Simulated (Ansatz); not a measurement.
# CH₃GaO₃: basis-set convergence

Aim: see how fast density functionals converge with the basis set for CH₃GaO₃.

Program: Ansatz 0.2.0, Gaussian basis. Level of theory: one geometry, several basis sets. These are calculated values, not measurements.

Plan: PBE0-D4/def2-SVP; ωB97M-V/def2-SVP; PBE0-D4/def2-QZVPP; ωB97M-V/def2-QZVPP; the functionals' def2-TZVPP values are taken from earlier runs.

## (1) The relaxed structure

An earlier PBE0-D4 in a triple-zeta def2 set relaxation fixed the geometry.

SMILES `O=[CH][Ga]([OH])[OH]`, 8 atoms, charge 0, spin multiplicity 1.

Atoms are counted from 1 here; the program's logs count them from 0.

Bond lengths: O1–C2 1.202 Å, C2–Ga3 2.021 Å, C2–H6 1.114 Å, Ga3–O4 1.778 Å, Ga3–O5 1.782 Å, O4–H7 0.961 Å, O5–H8 0.960 Å. Angles: O1–C2–Ga3 119.4°, O1–C2–H6 119.9°, Ga3–C2–H6 120.7°, C2–Ga3–O4 121.8°, C2–Ga3–O5 122.1°, O4–Ga3–O5 116.0°, Ga3–O4–H7 113.5°, Ga3–O5–H8 113.7°.

## (2) PBE0-D4 in def2-SVP

The input, in.yaml:

```yaml
crystal:
  periodic: [false, false, false]
  atoms:
    - {symbol: O, position_ang: [-0.378661, 0.192172, 2.375883]}
    - {symbol: C, position_ang: [-0.089131, 0.845653, 1.409619]}
    - {symbol: Ga, position_ang: [0.057535, -0.058315, -0.392504]}
    - {symbol: O, position_ang: [0.481103, 0.846317, -1.863679]}
    - {symbol: O, position_ang: [-0.228629, -1.804437, -0.602938]}
    - {symbol: H, position_ang: [0.095157, 1.939014, 1.514692]}
    - {symbol: H, position_ang: [0.517335, 0.299491, -2.652524]}
    - {symbol: H, position_ang: [-0.454710, -2.259886, 0.211460]}
basis:
  gaussian: {orbitals: def2-SVP}
hamiltonian: {xc: pbe0, dispersion: d4}
output: {orbitals: {seedname: orbitals}}
```

Run with:

```bash
ansatz run in.yaml --threads 2 --pin off --events-out ev --progress --plain --max-ram 22528MiB --backend cpu
```

The runs that follow: ωB97M-V in def2-SVP; PBE0-D4 in def2-QZVPP; ωB97M-V in def2-QZVPP.

Q: Predict the results of all the runs planned. Wanted: PBE0-D4: double and triple zeta above quadruple; ωB97M-V: double and triple zeta above quadruple.

The runs gave:

```
                                       quantity           value
PBE0-D4: double and triple zeta above quadruple  17.23, 1.61 eV
ωB97M-V: double and triple zeta above quadruple  17.35, 1.56 eV
```

For PBE0-D4 the step from double to triple zeta gains 15.62 eV and the next only 1.61 eV. Total energies overstate the basis error of differences, where much of it tends to cancel.
